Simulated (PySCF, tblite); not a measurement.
**C9H12P−: geometry, infrared bands and NMR shifts**

Aim: predict the infrared bands and NMR shifts of C9H12P− (`C=Cc1[p-]cc(C)c1CC`).

The runs use tblite 0.8.0 and PySCF 2.14.0, with density-fitted response routines of our own; the level of theory stands in each step. All values are computed, except where a source is named. Atoms are numbered from 0 throughout.

## Step 1: The molecule as given

22 atoms, charge -1, multiplicity 1; geometry from: force field or distance geometry start.

Bonds of the start (Å): C0–C1 1.35, C1–C2 1.44, C2–P3 1.88, P3–C4 1.86, C4–C5 1.35, C5–C6 1.50, C5–C7 1.51, C7–C8 1.50, C8–C9 1.52, C7–C2 1.37, C0–H10 1.08, C0–H11 1.09, C1–H12 1.08, C4–H13 1.07, C6–H14 1.10, C6–H15 1.08, C6–H16 1.10, C8–H17 1.09, C8–H18 1.10, C9–H19 1.10, C9–H20 1.09, C9–H21 1.09.

## Step 2: Geometry optimisation with GFN2-xTB

The job: settings as JSON, then the geometry in Å.

```
{"job": {"kind": "relax", "xc": "GFN2-xTB", "basis": "xTB"}, "charge": -1, "multiplicity": 1}
C      3.263300    -1.299200    -1.406900
C      2.255200    -0.477400    -1.036800
C      1.037800    -0.873500    -0.380200
P      0.482400    -2.637500    -0.035500
C     -1.128900    -2.133900     0.738400
C     -1.169100    -0.784900     0.677900
C     -2.330200    -0.014900     1.221400
C      0.014400    -0.082600     0.068000
C      0.019600     1.419500    -0.009900
C     -0.621600     1.938900    -1.292200
H      4.137800    -0.896400    -1.889100
H      3.221400    -2.373300    -1.251600
H      2.384000     0.580100    -1.217000
H     -1.861600    -2.810400     1.130000
H     -2.024700     0.630400     2.059700
H     -2.792700     0.604500     0.462900
H     -3.109600    -0.684500     1.608500
H      1.038400     1.800200     0.056800
H     -0.496600     1.863700     0.859300
H     -0.591200     3.036100    -1.305100
H     -0.076900     1.589000    -2.173100
H     -1.661500     1.625500    -1.389700
```

Started as:

```bash
OMP_NUM_THREADS=1 python probes_run.py task.json out
```

This one command runs all jobs of the session in turn.

**Question.** This job is followed by: GFN2-xTB harmonic vibrations, gas phase; GIAO PBE0/pcSseg-1 NMR shielding, non-relativistic, gas phase. What will the session give for the following? strongest single infrared mode (GFN2-xTB); zero-point energy (GFN2-xTB); 13C shifts against TMS (PBE0/pcSseg-1); 1H shifts against TMS (PBE0/pcSseg-1, means over atoms taken as alike); 31P shifts against H3PO4 (PBE0/pcSseg-1).

**Answer**, as computed:

| quantity | value |
| --- | --- |
| strongest single infrared mode (GFN2-xTB) | 3015 cm⁻¹, 178 km/mol |
| zero-point energy (GFN2-xTB) | 112.0 kcal/mol |
| 13C shifts against TMS (PBE0/pcSseg-1) | 149.1, 144.0, 139.7, 133.1, 121.3, 91.8, 24.6, 20.6, 20.0 ppm |
| 1H shifts against TMS (PBE0/pcSseg-1, means over atoms taken as alike) | 6.95, 6.76, 5.74, 3.78, 2.57, 2.23, 0.82 ppm |
| 31P shifts against H3PO4 (PBE0/pcSseg-1) | 78.9 ppm |

What this shows: Over 95 steps the energy fell by 0.739 eV; of the close pairs, P3–C4 changed most, 1.857 to 1.733 Å. All 60 modes are real, so the xTB geometry is a minimum. Unscaled tight-binding wavenumbers are off by several per cent, some by more. Its intensities can rank the bands wrongly. At PBE0/pcSseg-1: The largest span, 325 ppm, is at P3, where the paramagnetic term is -732 ppm. NICS(1)zz of -22 ppm above the planar ring from C2 marks a diatropic (aromatic) ring current.
